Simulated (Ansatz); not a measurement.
**MoI: single point with PBE**

The system is MoI.

```xyz
2
Lattice="0.0000 3.1789 3.1789 3.1789 0.0000 3.1789 3.1789 3.1789 0.0000" Properties=species:S:1:pos:R:3 pbc="T T T"
Mo    0.0000    0.0000    0.0000
I     4.7683    4.7683    4.7683
```

The cell was built by a generator and needn't be a form met in nature.

```
Program             : Ansatz 0.2.0
Task                : single point
Functional          : PBE
Potentials or basis : all-electron LAPW, scalar-relativistic
Cutoff              : 250 eV (chosen from the basis error)
Basis error allowed : 0.001 eV/atom
k mesh              : 7 × 7 × 7
Occupations         : fermi-dirac, width 0.05 eV
Spin                : no spin polarisation
```

```yaml
Pressure: -7.4 GPa
Band_gap_on_the_k_mesh: none (metal or under the smearing width)
```

Levels at points of the mesh, in eV from the Fermi level:
```csv
k point,band 23,band 24,band 25,band 26,band 27,band 28,band 29,band 30,band 31,band 32
"(0.00, 0.00, 0.00)",-4.89,-4.89,-4.89,-0.43,-0.43,0.47,2.49,2.49,2.49,5.24
```

Wall time 16 s on 1 thread of Arm Neoverse V1, on a shared host, peak memory 0.3 GiB.

Caveat: an odd number of electrons without spin polarisation forces a metal; a magnetic or distorted state may lie lower. The run has no spin-orbit coupling, so splittings on I are missing.
